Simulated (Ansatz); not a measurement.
# V2Te6Mo: the cost of one run

Program: Ansatz 0.2.0. Level of theory: DFT PBE, scalar-relativistic, plane waves, PAW. These are calculated values, not measurements.

4 further runs of the same task are left out: 3 that didn't finish, 1 set aside as unsound or not needed.

## (1) The system as given

Symmetry: P-31m, No. 162, trigonal system. The conventional cell has a = 6.182 Å, b = 6.182 Å, c = 7.839 Å, α = 90.00°, β = 90.00°, γ = 120.00°. V (site symmetry 32) has 6 Te at 2.71 Å as nearest neighbours. Te (site symmetry m) has 2 V at 2.71 Å and 1 Mo at 2.75 Å as nearest neighbours. Mo (site symmetry -3m) is surrounded by 6 Te at 2.75 Å.

Structure file:

```xyz
9
Lattice="6.1820 0.0000 0.0000 -3.0910 5.3538 0.0000 0.0000 0.0000 7.8394" Properties=species:S:1:pos:R:3 pbc="T T T"
V     0.0000    3.5692    0.0000
V     3.0910    1.7846    0.0000
Te    4.0844    0.0000    6.0644
Te    1.0488    1.8165    6.0644
Te   -2.0422    3.5372    6.0644
Te    2.0976    0.0000    1.7750
Te   -1.0488    1.8165    1.7750
Te    2.0422    3.5372    1.7750
Mo    0.0000    0.0000    0.0000
```

It is the end of an earlier relaxation with the same method, from a generated guess; it is a trial structure. At a tolerance of 0.05 Å it has space group P-31m (No. 162); it has 28.83 Å³/atom, an uncorrected energy of -0.24 eV/atom over the elements.

## (2) Electronic structure at the relaxed geometry

Contents of input.yaml:

```yaml
crystal:
  lattice:
    - [6.1819903313, 2.89e-08, 0.0]
    - [-3.0909951907, 5.3537606584, 0.0]
    - [0.0, 0.0, 7.8393711]
  atoms:
    - { symbol: V, position: [0.3333333333, 0.6666666667, 0.0], spin: 0.89 }
    - { symbol: V, position: [0.6666666667, 0.3333333333, 0.0], spin: 0.89 }
    - { symbol: Te, position: [0.660697, 0.0, 0.773579] }
    - { symbol: Te, position: [0.339303, 0.339303, 0.773579] }
    - { symbol: Te, position: [0.0, 0.660697, 0.773579] }
    - { symbol: Te, position: [0.339303, 0.0, 0.226421] }
    - { symbol: Te, position: [0.0, 0.339303, 0.226421] }
    - { symbol: Te, position: [0.660697, 0.660697, 0.226421] }
    - { symbol: Mo, position: [0.0, 0.0, 0.0], spin: -0.76 }
basis:
  ecutwfc: 420
kpoints:
  mp_grid: { grid: [6, 6, 6] }
  band_path:
    path:
      - [[0.0, 0.0, 0.0], [0.5, 0.0, 0.0], [0.33333333, 0.33333333, 0.0], [0.0, 0.0, 0.0], [0.0, 0.0, 0.5], [0.5, 0.0, 0.5], [0.33333333, 0.33333333, 0.5], [0.0, 0.0, 0.5]]
      - [[0.5, 0.0, 0.5], [0.5, 0.0, 0.0]]
      - [[0.33333333, 0.33333333, 0.5], [0.33333333, 0.33333333, 0.0], [0.33333333, 0.33333333, -0.5]]
    npoints: 14
hamiltonian:
  xc: pbe
scf:
  occupations: { method: gaussian, width: 0.1 }
  n_extra_bands: 22
output:
  forces: true
  stress: true
  eigenvalues: true
  populations: true
  dos: { projected: true, de: 0.02, nscf_kmesh: { grid: [8, 8, 8] } }
  bader: true
  write_density: true
  write_potential: true
  elf: true
  volumetric_format: npy
magnetization:
  spin_polarized: true
checkpoint:
  read: start.run
  write: ck
  compress: false
  write_wavefunctions: false
  write_every: 100000
```

Run with:

```sh
$ ansatz run input.yaml --threads 4 --pin off --max-ram 8192MiB --backend cpu --events-out ev --progress --plain --runs-dir out
```

What time and memory should one allow on 4 threads of Intel Xeon Platinum 8259CL at 2.50GHz (Skylake/Cascade Lake), shared host?

About 2.6 min, with a peak of 3 GiB.
